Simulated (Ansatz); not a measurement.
# Cu: a surface, (100), 3 layers

What do the surfaces of Cu (100), 3 layers cost, and how tightly do they hold an electron? The runs shown use LAPW, norm-conserving and crystal datasets. Companion runs by PAW are cited. Its runs: bulk in the slab's orientation (LAPW); the reference run (LAPW, norm-conserving and crystal datasets); atoms relaxed (LAPW); no images along the normal (LAPW); Zn in place of Cu in the outer layer (LAPW); Zn in place of Cu in the middle layer (LAPW).

Computed with Ansatz 0.2.0 (DFT PBE, with the methods named in each step, unless a step's input says otherwise).

## (1) The starting structure

The structure is cubic, space group Fm-3m (No. 225). Conventional cell: a = 3.630 Å, b = 3.630 Å, c = 3.630 Å, α = 90.00°, β = 90.00°, γ = 90.00°. Cu (site symmetry m-3m) is surrounded by 12 Cu at 2.57 Å.

Coordinates:

```cif
data_structure
_symmetry_space_group_name_H-M 'P 1'
_symmetry_Int_Tables_number 1
_cell_length_a 2.5665
_cell_length_b 2.5665
_cell_length_c 3.6296
_cell_angle_alpha 90.000
_cell_angle_beta 90.000
_cell_angle_gamma 90.000
_cell_volume 23.91
loop_
_atom_site_label
_atom_site_type_symbol
_atom_site_fract_x
_atom_site_fract_y
_atom_site_fract_z
_atom_site_occupancy
Cu1 Cu 0.00000 0.00000 0.00000 1
Cu2 Cu 0.50000 0.50000 0.50000 1
```

Atoms are numbered in the order of the input: Cu1, Cu2.

## (2) Bulk in the slab's orientation, LAPW

File input.yaml:

```yaml
crystal:
  lattice:
    - [1.8147994277, 1.8147994277, 0.0]
    - [-1.8147994277, 1.8147994277, 0.0]
    - [0.0, 0.0, 3.6295988554]
  atoms:
    - { symbol: Cu, position: [0.0, 0.0, 0.0] }
    - { symbol: Cu, position: [0.5, 0.5, 0.5] }
kpoints:
  mp_grid: { grid: [14, 14, 10] }
scf:
  occupations: { method: fermi_dirac, width: 0.1 }
hamiltonian:
  xc: pbe
  pseudopotentials: { kind: all_electron, lapw: { basis_error: 0.001 } }
output:
  forces: true
  stress: true
  eigenvalues: true
```

Command:

```
$ ansatz run input.yaml --threads 1 --pin off --max-ram 3584MiB --backend cpu --events-out ev --progress --plain --runs-dir out
```

The runs that follow: Slab as cut, LAPW; Atoms relaxed, LAPW; No images along the normal, LAPW; Slab as cut, norm-conserving; Slab as cut, crystal datasets; Zn in place of Cu in the outer layer, LAPW; Zn in place of Cu in the middle layer, LAPW.

What does the calculation give? Wanted: surface energy; work function; outer layer spacing; surface core-level shift by Z+1 (for each run or level that gives them).

**Answer**, as computed:

| quantity | value |
| --- | --- |
| surface energy (LAPW, relaxed) | 1.49 J/m² |
| work function (LAPW, relaxed) | 4.62 eV |
| outer layer spacing (LAPW) | 1.81 → 1.77 Å |
| surface core-level shift by Z+1 (LAPW) | -0.17 eV |
| work function (norm-conserving, relaxed) | 4.62 eV |
| work function (crystal datasets, relaxed) | 4.62 eV |
| surface energy (PAW, relaxed) | 1.49 J/m² |
| work function (PAW, relaxed) | 4.62 eV |
| outer layer spacing (PAW) | 1.81 → 1.77 Å |
| surface core-level shift by Z+1 (PAW) | -0.17 eV |
| core-level shifts among the layers (PAW holes) | Cu1 +0.00, Cu2 +0.22 eV |

By LAPW the surface costs 1.50 J/m² as cut and 1.49 J/m² relaxed. The outermost spacing changes by -2.6 % (LAPW). Putting the next element in the outer rather than the middle layer costs -0.17 eV (LAPW); in the Z+1 picture that is the binding energy at the surface less that inside. The outermost spacing changes by -2.6 % (PAW). Putting the next element in the outer rather than the middle layer costs -0.17 eV (PAW); in the Z+1 picture that is the binding energy at the surface less that inside. Thickness wasn't converged, and no reconstruction was sought.
